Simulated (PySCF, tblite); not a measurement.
# Ge₂H₁₀SSi₂: geometry, infrared bands and NMR shifts

Aim: predict the infrared bands and NMR shifts of Ge₂H₁₀SSi₂ (`[SiH3]S[SiH2][GeH2][GeH3]`).

The runs use tblite 0.8.0 and PySCF 2.14.0, with density-fitted response routines of our own; the level of theory stands in each step. All values are computed, except where a source is named. Atoms count from 0, in the outputs and in this text.

### 1 The starting structure

15 atoms, charge 0, multiplicity 1; geometry from: force field or distance geometry start.

Bonds of the start (Å): Si0–S1 2.15, S1–Si2 2.13, Si2–Ge3 2.33, Ge3–Ge4 2.40, Si0–H5 1.46, Si0–H6 1.46, Si0–H7 1.47, Si2–H8 1.47, Si2–H9 1.46, Ge3–H10 1.54, Ge3–H11 1.55, Ge4–H12 1.55, Ge4–H13 1.54, Ge4–H14 1.55.

### 2 Optimising the geometry with GFN2-xTB

The job: settings as JSON, then the geometry in Å.

```
{"job": {"kind": "relax", "xc": "GFN2-xTB", "basis": "xTB"}, "charge": 0, "multiplicity": 1}
Si     2.310100    -1.028800     0.337500
S      1.066500    -0.143400     1.855900
Si     0.514300     1.518600     0.638200
Ge    -0.876400     0.824100    -1.091600
Ge    -2.397300    -0.821700    -0.220500
H      3.285400    -0.046200    -0.137300
H      3.005900    -2.187600     0.891200
H      1.467900    -1.465200    -0.779300
H     -0.228700     2.483200     1.464100
H      1.693800     2.180100     0.086600
H     -1.664400     2.023000    -1.654700
H     -0.021600     0.175200    -2.203300
H     -1.591200    -2.010100     0.354000
H     -3.244600    -0.187300     0.898000
H     -3.323900    -1.306200    -1.367300
```

Run with:

```
$ OMP_NUM_THREADS=1 python probes_run.py task.json out
```

One launch serves the whole session: the jobs run in the order shown.

**Question.** This job is followed by: GFN2-xTB harmonic vibrations, gas phase; GIAO PBE0/pcSseg-1 NMR shielding, non-relativistic, gas phase. Predict these results of the whole session: strongest single infrared mode (GFN2-xTB); zero-point energy (GFN2-xTB); ¹H shifts against TMS (PBE0/pcSseg-1, means over atoms taken as alike); ²⁹Si shifts against TMS (PBE0/pcSseg-1); ³³S shifts against CS2 (PBE0/pcSseg-1); ⁷³Ge shifts against GeMe4 (PBE0/pcSseg-1).

As calculated:

| quantity | value |
| --- | --- |
| strongest single infrared mode (GFN2-xTB) | 2008 cm⁻¹, 591 km/mol |
| zero-point energy (GFN2-xTB) | 49.5 kcal/mol |
| ¹H shifts against TMS (PBE0/pcSseg-1, means over atoms taken as alike) | 5.14, 4.64, 3.38, 3.36 ppm |
| ²⁹Si shifts against TMS (PBE0/pcSseg-1) | -44.4, -58.1 ppm |
| ³³S shifts against CS2 (PBE0/pcSseg-1) | -338 ppm |
| ⁷³Ge shifts against GeMe4 (PBE0/pcSseg-1) | -345, -389 ppm |

What this shows: Relaxing lowered the energy by 0.313 eV in 109 steps; the close pair that moved most is Ge4–H14, from 1.552 to 1.502 Å. The lowest mode is imaginary (29i cm⁻¹), so the xTB geometry is not a minimum. The strongest single mode, at 2008 cm⁻¹, moves mainly H14 and H12. Unscaled tight-binding wavenumbers are off by several per cent, some by more. Its intensities can rank the bands wrongly. At PBE0/pcSseg-1: Shielding is most anisotropic at Ge3 (span 125 ppm, paramagnetic term -1039 ppm). Spin-orbit coupling is left out, which matters for shieldings and couplings at and beside the heavy atoms.
